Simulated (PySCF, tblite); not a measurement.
# C8H9N3: geometry, infrared bands and NMR shifts

What infrared bands and NMR shifts should C8H9N3 (`CC(C)c1cnncc1C#N`) show?

The runs use tblite 0.8.0 and PySCF 2.14.0, with density-fitted response routines of our own; the level of theory stands in each step. All values are computed, except where a source is named. Atoms are numbered from 0 throughout.

## Step 1: Starting geometry

20 atoms, charge 0, multiplicity 1; geometry from: force field or distance geometry start.

Bonds of the start (Å): C0–C1 1.54, C1–C2 1.51, C1–C3 1.52, C3–C4 1.39, C4–N5 1.35, N5–N6 1.36, N6–C7 1.35, C7–C8 1.38, C8–C9 1.43, C9–N10 1.16, C8–C3 1.40, C0–H11 1.11, C0–H12 1.10, C0–H13 1.09, C1–H14 1.10, C2–H15 1.09, C2–H16 1.11, C2–H17 1.09, C4–H18 1.08, C7–H19 1.08.

## Step 2: Relaxing the molecule with GFN2-xTB

The job: settings as JSON, then the geometry in Å.

```
{"job": {"kind": "relax", "xc": "GFN2-xTB", "basis": "xTB"}, "charge": 0, "multiplicity": 1}
C     -1.710300    -0.620300     1.129900
C     -1.010300     0.266100     0.089100
C     -1.728700     0.219600    -1.242600
C      0.453100    -0.121700    -0.059500
C      0.808100    -1.398300    -0.494600
N      2.081700    -1.808100    -0.660200
N      3.102500    -0.957200    -0.369900
C      2.819200     0.284500     0.079100
C      1.519900     0.731600     0.247200
C      1.323200     2.069400     0.724400
N      1.178000     3.153500     1.103100
H     -2.750200    -0.273900     1.287800
H     -1.208900    -0.580800     2.107400
H     -1.762900    -1.666100     0.812800
H     -1.080600     1.300900     0.466000
H     -1.789500    -0.789100    -1.646600
H     -2.764700     0.588500    -1.131000
H     -1.237700     0.855200    -1.982700
H      0.068700    -2.144200    -0.755700
H      3.684200     0.900800     0.293100
```

Run with:

```
> OMP_NUM_THREADS=1 python probes_run.py task.json out
```

One launch serves the whole session: the jobs run in the order shown.

**Question.** This job is followed by: GFN2-xTB harmonic vibrations, gas phase; GIAO PBE0/pcSseg-1 NMR shielding, non-relativistic, gas phase. Predict these results of the whole session: strongest single infrared mode (GFN2-xTB); zero-point energy (GFN2-xTB); 13C shifts against TMS (PBE0/pcSseg-1, means over atoms taken as alike); 1H shifts against TMS (PBE0/pcSseg-1, means over atoms taken as alike); 15N shifts against NH3 (PBE0/pcSseg-1).

**Answer**, as computed:

```
                                                               quantity                                              value
                              strongest single infrared mode (GFN2-xTB)                              2369 cm⁻¹, 158 km/mol
                                           zero-point energy (GFN2-xTB)                                      97.6 kcal/mol
13C shifts against TMS (PBE0/pcSseg-1, means over atoms taken as alike)  155.7, 155.0, 154.4, 121.0, 114.5, 35.4, 25.5 ppm
 1H shifts against TMS (PBE0/pcSseg-1, means over atoms taken as alike)                         9.79, 9.54, 3.36, 1.38 ppm
                                 15N shifts against NH3 (PBE0/pcSseg-1)                            481.2, 455.5, 337.4 ppm
```

The optimisation took 27 steps and gained 0.226 eV; among the close pairs (by a distance rule), N5–N6 changed most, from 1.360 to 1.300 Å. All 54 modes are real, so the xTB geometry is a minimum. The strongest single mode, at 2369 cm⁻¹, moves mainly C9 and N10. GFN2-xTB is a fitted tight-binding method: band positions and strengths are rough. Its intensities can rank the bands wrongly. At PBE0/pcSseg-1: Shielding is most anisotropic at N5 (span 948 ppm, paramagnetic term -534 ppm). NICS(1)zz of -26 ppm above the planar ring from C3 marks a diatropic (aromatic) ring current.
